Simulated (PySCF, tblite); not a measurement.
**C7H9B: geometry, infrared bands and NMR shifts**

Aim: predict the infrared bands and NMR shifts of C7H9B (`B[C@@]12C=CC[C@@H]1C=C2`).

The runs use tblite 0.8.0 and PySCF 2.14.0, with density-fitted response routines of our own; the level of theory stands in each step. All values are computed, except where a source is named. Atoms are numbered from 0 throughout.

## Step 1: The molecule as given

17 atoms, charge 0, multiplicity 1; geometry from: force field or distance geometry start.

Bonds of the start (Å): B0–C1 1.59, C1–C2 1.51, C2–C3 1.31, C3–C4 1.47, C4–C5 1.55, C5–C6 1.50, C6–C7 1.39, C5–C1 1.44, C7–C1 1.50, B0–H8 1.19, B0–H9 1.17, C2–H10 1.09, C3–H11 1.10, C4–H12 1.11, C4–H13 1.12, C5–H14 1.11, C6–H15 1.09, C7–H16 1.09.

## Step 2: Geometry optimisation with GFN2-xTB

Job settings and geometry (Å):

```
{"job": {"kind": "relax", "xc": "GFN2-xTB", "basis": "xTB"}, "charge": 0, "multiplicity": 1}
B     -1.786200    -0.271500    -1.240400
C     -0.700500    -0.024500    -0.111900
C     -0.222000    -1.274200     0.588700
C      1.088100    -1.334100     0.600600
C      1.701400    -0.172600    -0.065500
C      0.489000     0.680100    -0.504600
C      0.141300     1.768000     0.473300
C     -1.018000     1.088700     0.847600
H     -2.925800    -0.348600    -0.922800
H     -1.476700    -0.825100    -2.226900
H     -0.886500    -2.011800     1.037600
H      1.640700    -2.158100     1.065800
H      2.373600     0.379200     0.628000
H      2.272400    -0.515900    -0.967300
H      0.528400     1.055100    -1.551800
H      0.600800     2.699400     0.790400
H     -1.827200     1.277900     1.549300
```

Command:

```bash
> OMP_NUM_THREADS=1 python probes_run.py task.json out
```

The driver reads the jobs from task.json and runs them one after another.

**Question.** This job is followed by: GFN2-xTB harmonic vibrations, gas phase; GIAO PBE0/pcSseg-1 NMR shielding, non-relativistic, gas phase. Predict these results of the whole session: strongest single infrared mode (GFN2-xTB); zero-point energy (GFN2-xTB); 13C shifts against TMS (PBE0/pcSseg-1); 1H shifts against TMS (PBE0/pcSseg-1, means over atoms taken as alike); 11B shifts against BF3·OEt2 (PBE0/pcSseg-1).

The runs gave:

```
                                                              quantity                                               value
                             strongest single infrared mode (GFN2-xTB)                               2673 cm⁻¹, 122 km/mol
                                          zero-point energy (GFN2-xTB)                                       84.4 kcal/mol
                                13C shifts against TMS (PBE0/pcSseg-1)    160.9, 144.2, 140.1, 135.7, 75.0, 52.9, 37.2 ppm
1H shifts against TMS (PBE0/pcSseg-1, means over atoms taken as alike)  7.78, 7.09, 6.20, 5.86, 5.73, 3.53, 2.75, 2.50 ppm
                           11B shifts against BF3·OEt2 (PBE0/pcSseg-1)                                            83.7 ppm
```

**Reading.** Relaxing lowered the energy by 0.628 eV in 50 steps; the close pair that moved most is C1–C5, from 1.437 to 1.571 Å. All 45 modes are real, so the xTB geometry is a minimum. The strongest single mode, at 2673 cm⁻¹, moves mainly H9 and H8. GFN2-xTB is a fitted tight-binding method: band positions and strengths are rough. Its intensities can rank the bands wrongly.
